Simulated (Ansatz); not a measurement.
# KI2: the cost of one run

Method: DFT PBE, scalar-relativistic, plane waves, PAW, in Ansatz 0.2.0.

## 1. Starting point

Symmetry: Pn-3m, No. 224, cubic system. Conventional cell: a = 6.690 Å, b = 6.690 Å, c = 6.690 Å, α = 90.00°, β = 90.00°, γ = 90.00°. Around K (site symmetry -43m) lie 4 I at 2.90 Å. I (site symmetry -3m) is surrounded by 2 K at 2.90 Å.

Structure file:

```cif
data_structure
_symmetry_space_group_name_H-M 'Pn-3m:1'
_symmetry_Int_Tables_number 224
_cell_length_a 6.6899
_cell_length_b 6.6899
_cell_length_c 6.6899
_cell_angle_alpha 90.000
_cell_angle_beta 90.000
_cell_angle_gamma 90.000
_cell_volume 299.40
loop_
_atom_site_label
_atom_site_type_symbol
_atom_site_symmetry_multiplicity
_atom_site_Wyckoff_symbol
_atom_site_fract_x
_atom_site_fract_y
_atom_site_fract_z
_atom_site_occupancy
K1 K 2 a 0.00000 0.00000 0.00000 1
I1 I 4 b 0.25000 0.25000 0.25000 1
```

A structure generator made this guess: random cell by space group and Wyckoff sites (Pn-3m, No. 224). Its size is a rough estimate.

## 2. Probe: one point on a coarse mesh

input.yaml reads:

```yaml
crystal:
  lattice:
    - [6.68988057, 0.0, 0.0]
    - [0.0, 6.68988057, 0.0]
    - [0.0, 0.0, 6.68988057]
  atoms:
    - { symbol: K, position: [0.0, 0.0, 0.0] }
    - { symbol: K, position: [0.5, 0.5, 0.5] }
    - { symbol: I, position: [0.25, 0.25, 0.25] }
    - { symbol: I, position: [0.75, 0.75, 0.25] }
    - { symbol: I, position: [0.75, 0.25, 0.75] }
    - { symbol: I, position: [0.25, 0.75, 0.75] }
basis:
  ecutwfc: 420
kpoints:
  mp_grid: { grid: [4, 4, 4] }
hamiltonian:
  xc: pbe
scf:
  occupations: { method: gaussian, width: 0.1 }
  lower_state_search: "off"
output:
  forces: true
  stress: true
  eigenvalues: true
```

The run is started by

```console
$ ansatz run input.yaml --threads 1 --pin off --max-ram 2560MiB --backend cpu --events-out ev --progress --plain --runs-dir out
```

**Question.** How long does this run take on 1 thread of Arm Neoverse V1, shared host, and how much memory does it need?

About 9.3 s, with a peak of 0.49 GiB.
